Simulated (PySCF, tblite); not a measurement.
# C₅H₉BrOSi: geometry, infrared bands and NMR shifts

Wanted: the infrared bands and NMR shifts of C₅H₉BrOSi (`COC1=C[SiH2][C@@H](Br)C1`), by calculation.

Computed with tblite 0.8.0 and PySCF 2.14.0, with density-fitted response routines of our own, on a single molecule in the gas phase. Atoms count from 0, in the outputs and in this text.

**1. Starting geometry**

17 atoms, charge 0, multiplicity 1; geometry from: force field or distance geometry start.

Bonds of the start (Å): C0–O1 1.44, O1–C2 1.35, C2–C3 1.35, C3–Si4 1.86, Si4–C5 1.89, C5–Br6 1.96, C5–C7 1.56, C7–C2 1.53, C0–H8 1.09, C0–H9 1.09, C0–H10 1.10, C3–H11 1.08, Si4–H12 1.48, Si4–H13 1.48, C5–H14 1.10, C7–H15 1.10, C7–H16 1.10.

**2. Optimising the geometry with GFN2-xTB**

What the job is given:

```
{"job": {"kind": "relax", "xc": "GFN2-xTB", "basis": "xTB"}, "charge": 0, "multiplicity": 1}
C      2.736800    -0.608300     0.430300
O      1.799000     0.475400     0.533900
C      0.520300     0.214900     0.170600
C      0.004300    -0.919800    -0.336400
Si    -1.816500    -0.777900    -0.676700
C     -1.908000     0.907000     0.169600
Br    -2.714500     0.667100     1.938100
C     -0.437300     1.399900     0.329000
H      3.708600    -0.252300     0.776800
H      2.829600    -0.924900    -0.606700
H      2.428200    -1.447100     1.066200
H      0.518100    -1.858500    -0.509800
H     -2.051400    -0.670800    -2.137700
H     -2.598900    -1.865100    -0.051700
H     -2.533600     1.644200    -0.347100
H     -0.276300     1.909100     1.290700
H     -0.215200     2.119100    -0.469000
```

Run with:

```bash
> OMP_NUM_THREADS=1 python probes_run.py task.json out
```

One launch serves the whole session: the jobs run in the order shown.

**Question.** This job is followed by: GFN2-xTB harmonic vibrations, gas phase; GIAO PBE0/pcSseg-1 NMR shielding, non-relativistic, gas phase. Predict these results of the whole session: strongest single infrared mode (GFN2-xTB); zero-point energy (GFN2-xTB); ¹³C shifts against TMS (PBE0/pcSseg-1); ¹H shifts against TMS (PBE0/pcSseg-1, means over atoms taken as alike); ¹⁷O shifts against H2O (PBE0/pcSseg-1); ²⁹Si shifts against TMS (PBE0/pcSseg-1); ⁷⁹Br shifts against HBr (PBE0/pcSseg-1); surface potential, 1st and 99th percentile.

The runs gave:

| quantity | value |
| --- | --- |
| strongest single infrared mode (GFN2-xTB) | 1630 cm⁻¹, 402 km/mol |
| zero-point energy (GFN2-xTB) | 78.4 kcal/mol |
| ¹³C shifts against TMS (PBE0/pcSseg-1) | 183.2, 81.5, 57.3, 49.9, 40.8 ppm |
| ¹H shifts against TMS (PBE0/pcSseg-1, means over atoms taken as alike) | 5.13, 4.83, 4.03, 3.87, 3.61, 3.13, 2.77 ppm |
| ¹⁷O shifts against H2O (PBE0/pcSseg-1) | 145.8 ppm |
| ²⁹Si shifts against TMS (PBE0/pcSseg-1) | -14.4 ppm |
| ⁷⁹Br shifts against HBr (PBE0/pcSseg-1) | 499 ppm |
| surface potential, 1st and 99th percentile | -0.92 V and 1.09 V |

In words: Over 79 steps the energy fell by 0.134 eV; of the close pairs, C5–C7 changed most, 1.559 to 1.520 Å. No mode is imaginary among the 45: a minimum at this level. The strongest single mode, at 1630 cm⁻¹, moves mainly C2 and C3. Unscaled tight-binding wavenumbers are off by several per cent, some by more. Its intensities can rank the bands wrongly. C5 stands next to heavy halogen, whose spin-orbit shielding this run leaves out, so the computed shift lies too far downfield, most of all for carbon beside Br or I. C2 (alkene carbon bearing oxygen) lies farthest downfield among carbon, at 183.2 ppm; an sp2 carbon further deshielded by the attached heteroatom. At PBE0/pcSseg-1: The widest tensor belongs to Br6: span 1630 ppm, with a paramagnetic part of -999 ppm. Spin-orbit coupling is left out, which matters for shieldings and couplings at and beside the heavy atoms.
